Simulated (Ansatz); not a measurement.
**CuS (zincblende): from the first guess to the electronic structure**

Task: find the zero-pressure cell of CuS (zincblende) and describe its electrons. The start comes from a prototype table, not from a measured structure.

Computed with Ansatz 0.2.0 (DFT PBEsol, scalar-relativistic, plane waves, PAW, unless a step's input says otherwise).

## Step 1: The system as given

It takes space group F-43m (No. 216, cubic). Conventional cell: a = 5.601 Å, b = 5.601 Å, c = 5.601 Å, α = 90.00°, β = 90.00°, γ = 90.00°. Cu (site symmetry -43m) is surrounded by 4 S at 2.43 Å. Around S (site symmetry -43m) lie 4 Cu at 2.43 Å.

Coordinates:

```xyz
2
Lattice="0.0000 2.8004 2.8004 2.8004 0.0000 2.8004 2.8004 2.8004 0.0000" Properties=species:S:1:pos:R:3 pbc="T T T"
Cu    0.0000    0.0000    0.0000
S     1.4002    1.4002    1.4002
```

Starting moments: Cu 1.00 μB.

## Step 2: The first run

The input, input.yaml:

```yaml
crystal:
  lattice:
    - [0.0, 2.8003797457, 2.8003797457]
    - [2.8003797457, 0.0, 2.8003797457]
    - [2.8003797457, 2.8003797457, 0.0]
  atoms:
    - { symbol: Cu, position: [0.0, 0.0, 0.0], spin: 1.0 }
    - { symbol: S, position: [0.25, 0.25, 0.25] }
basis:
  ecutwfc: 420
  ecutrho_ratio: 4
kpoints:
  mp_grid: { grid: [10, 10, 10] }
hamiltonian:
  xc: pbesol
scf:
  occupations: { method: gaussian, width: 0.05 }
output:
  forces: true
  stress: true
  eigenvalues: true
  populations: true
magnetization:
  spin_polarized: true
```

Run with:

```bash
ansatz run input.yaml --threads 4 --pin off --max-ram 4096MiB --backend cpu --events-out ev --progress --plain --runs-dir out
```

After this run come: Next volume: 19.919 Å³/atom; A step to a new volume; A step to a new volume; Next volume: 16.819 Å³/atom; Bands and density of states at the final cell.

Before running it: what results should come out? Wanted: space group; conventional cell; volume; pressure; gap; states at the Fermi level.

The runs gave:

| quantity | value |
| --- | --- |
| space group | F-43m (No. 216) |
| conventional cell | a = 5.124 Å, b = 5.124 Å, c = 5.124 Å, α = 90.00°, β = 90.00°, γ = 90.00° |
| volume | 16.819 Å³/atom |
| pressure | 0.00 GPa |
| gap | none (metal) |
| states at the Fermi level | 1.7 per eV per cell |

In words: From the first run shown, the volume went from 21.96 to 16.82 Å³/atom (-23.4 %) in 5 runs, where the pressure is zero within 0.01 GPa. There is no gap at this level of theory; the largest share of the states at the Fermi level is S 3p (60 % of the projected weight, then Cu 3d with 38 %). A run loses the moments it was seeded with; other starts can end magnetic.
